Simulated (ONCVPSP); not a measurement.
**Pseudopotential generation for manganese: ONCV, Wu-Cohen**

Aim: build the potential from the settings below, then test how well it stands in for the atom: other configurations, scattering, ghost states and the plane-wave cutoff that it needs.

Method: ONCVPSP 4.0.1, Wu-Cohen, fully relativistic.

## Step 1: Starting point

The settings as typed:

* element: manganese (Mn, Z = 25)
* type: optimised norm-conserving Vanderbilt (ONCV)
* frozen core: [Ar]
* valence charge: 7
* reference configuration: 3d5 4s1.5 (charge +0.5)
* partial waves: 4s: rc 2.30 bohr, ncon 3, nbas 6, qcut 3.3 1/bohr, 2 projectors, debl 2.4 Ha; p scattering state at 0.09 Ha: rc 2.10 bohr, ncon 5, nbas 9, qcut 4.2 1/bohr, 2 projectors, debl 1.8 Ha; 3d: rc 1.70 bohr, ncon 3, nbas 8, qcut 10 1/bohr, 2 projectors, debl 0.7 Ha
* local potential: polynomial inside 1.70 bohr (lpopt 5, dvloc0 0 Ha)
* core correction: Teter function, fcfact 5.75, rcfact 1.7

An earlier all-electron run gives the scale for the radii.

All-electron outer shells of the reference configuration (Wu-Cohen, scalar-relativistic, ld1.x):

| shell | level (eV) | outermost node (bohr) | outermost maximum (bohr) |
| --- | --- | --- | --- |
| 3p | -58.46 | 0.31 | 0.75 |
| 3d | -10.71 | – | 0.76 |
| 4s | -8.42 | 1.05 | 2.44 |
| 4p | -4.11 | 1.15 | 3.10 |

## Step 2: Generation

Mn.dat

```
# ATOM AND REFERENCE CONFIGURATION
# atsym  z   nc   nv     iexc    psfile
  Mn 25.00    5    2  -118130      upf
#
#   n    l    f
    1    0    2.00
    2    0    2.00
    2    1    6.00
    3    0    2.00
    3    1    6.00
    3    2    5.00
    4    0    1.50
#
# PSEUDOPOTENTIAL AND OPTIMIZATION
# lmax
    2
#
#   l,   rc,      ep,       ncon, nbas, qcut
    0    2.30    0.00    3    6    3.30
    1    2.10    0.09    5    9    4.20
    2    1.70    0.00    3    8   10.00
#
# LOCAL POTENTIAL
# lloc, lpopt,  rc(5),   dvloc0
    4    5    1.70    0.00
#
# VANDERBILT-KLEINMAN-BYLANDER PROJECTORs
# l, nproj, debl
    0    2    2.40
    1    2    1.80
    2    2    0.70
#
# MODEL CORE CHARGE
# icmod, fcfact, rcfact
    3    5.75    1.70
#
# LOG DERIVATIVE ANALYSIS
# epsh1, epsh2, depsh
   -2.00    5.00    0.02
#
# OUTPUT GRID
# rlmax, drl
    6.00    0.01
#
# TEST CONFIGURATIONS
# ncnf
    4
# nvcnf
#   n    l    f
    2
    3    2    5.00
    4    0    2.00
#
    2
    3    2    5.00
    4    0    1.00
#
    2
    3    2    5.00
    4    0    0.00
#
    3
    3    2    5.00
    4    0    1.00
    4    1    1.00
#
```

The run is started by

```console
$ oncvpspr.x < Mn.dat > Mn.out
```

Before running it: what results should come out? Wanted: cutoffs for 1 and 0.1 mHa per electron, occupied waves; bound ghosts; GHOST(+) flags; largest test error; largest phase difference near zero energy, channels read; rms error of d²Exc/dn², without and with the model core; projector energies reset by the program.

As calculated:

| quantity | value |
| --- | --- |
| cutoffs for 1 and 0.1 mHa per electron, occupied waves | 36 Ha and 40 Ha |
| bound ghosts | p3/2 at -35.39 eV, p1/2 at -37.02 eV |
| GHOST(+) flags | s at 58 eV |
| largest test error (AE − PS) | -490 meV, for 3d5 4s0 |
| largest phase difference near zero energy, channels read | 0.007 rad |
| rms error of d²Exc/dn², without and with the model core | 15.11 and 5.64 mHa |
| projector energies reset by the program | p: 0.050, 1.850 Ha |

It has a bound ghost (p3/2, p1/2), a state that the atom doesn't have, and that rules the file out. The worst unpolarised test, 3d5 4s0, is off by 490 meV on 20.5 eV; by total energies transferability rates as poor. It counts as hard, with 36 Ha needed at the looser tolerance. At the looser tolerance the 3d wave is the slowest; 4s needs 4 Ha. Near zero energy the phases of the channels with partial waves agree within 0.007 rad. The pseudo curves have poles with no partner nearby in the atom's: p3/2 at -1.27 Ha, p1/2 at -1.33 Ha. The program also flags highly localised states, GHOST(+) (s). All of this concerns the isolated atom, not yet a solid.
